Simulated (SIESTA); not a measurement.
The system is BaSrNbBiO6.

```xyz
10
Lattice="0.0000 4.3295 4.3295 4.3295 0.0000 4.3295 4.3295 4.3295 0.0000" Properties=species:S:1:pos:R:3 pbc="T T T"
Bi    0.0000    0.0000    0.0000
Ba    6.4943    6.4943    6.4943
Nb    4.3295    4.3295    4.3295
Sr    2.1648    2.1648    2.1648
O     4.3295    4.3295    6.3416
O     4.3295    4.3295    2.3175
O     4.3295    6.3416    4.3295
O     4.3295    2.3175    4.3295
O     6.3416    4.3295    4.3295
O     2.3175    4.3295    4.3295
```

The cell comes from a database or a generator and needn't be the stable form of this composition.

| Property | Result |
| --- | --- |
| Program | SIESTA 5.4.2 |
| Task | single point |
| Functional | PBE |
| Potentials or basis | PseudoDojo 0.4 standard (PBE files) |
| Basis | DZP (energy shift 0.003 Ry; two zetas on semicore shells; d shell added on Ba, Sr) |
| Grid cutoff | 800 Ry |
| Energy shift | 0.003 Ry |
| k mesh | 6 × 6 × 6 |
| Occupations | fermi-dirac, width 0.05 eV |
| Spin | no spin polarisation |

On this cell: pressure 0.5 GPa; largest force 0.098 eV/Å; band gap on the k mesh 1.94 eV, direct.

The same run follows on a disturbed copy (atoms moved at random, drawn with an rms of 0.05 Å):

```
Bi Ba Nb Sr O
1.0
     0.00000    4.32955    4.32955
     4.32955    0.00000    4.32955
     4.32955    4.32955    0.00000
Bi Ba Nb Sr O
1 1 1 1 6
Direct
  0.00620 0.01096 0.98869
  0.74673 0.74334 0.75083
  0.49439 0.49285 0.50777
  0.24712 0.24989 0.25278
  0.73111 0.73106 0.27780
  0.25841 0.26965 0.73644
  0.73906 0.26390 0.72386
  0.25491 0.73829 0.26881
  0.27102 0.73541 0.73291
  0.73105 0.27232 0.26273
```

Problem. What changes?

Solution. The energy moves by +17.4 meV/atom; pressure 0.4 GPa; largest force 1.916 eV/Å; band gap on the k mesh 1.74 eV, indirect (least direct gap 1.80 eV).

Forces in eV/Å, atoms in the order of the input:
```
Bi   0.034  0.347 -1.884
Ba   0.005 -0.051  0.162
Nb  -0.036 -0.521  1.825
Sr   0.055 -0.023 -0.059
O   -0.051 -0.188 -0.413
O    0.034  0.065  0.763
O    0.017 -0.435 -0.196
O   -0.032  0.913  0.037
O   -0.508  0.058 -0.145
O    0.479 -0.163 -0.092
```

Stress tensor (GPa, compression positive):
```
 0.08  0.12 -0.16
 0.12  0.15 -0.43
-0.16 -0.43  0.92
```

Caveats: this set's barium file shifts pressures by up to 1 GPa against other sets; spin-orbit coupling is left out, which as a rule narrows the gap of such compounds by several tenths of an eV; the basis of atomic orbitals isn't converged, which shifts pressures, moduli and gaps.

A k mesh can miss the band edges.
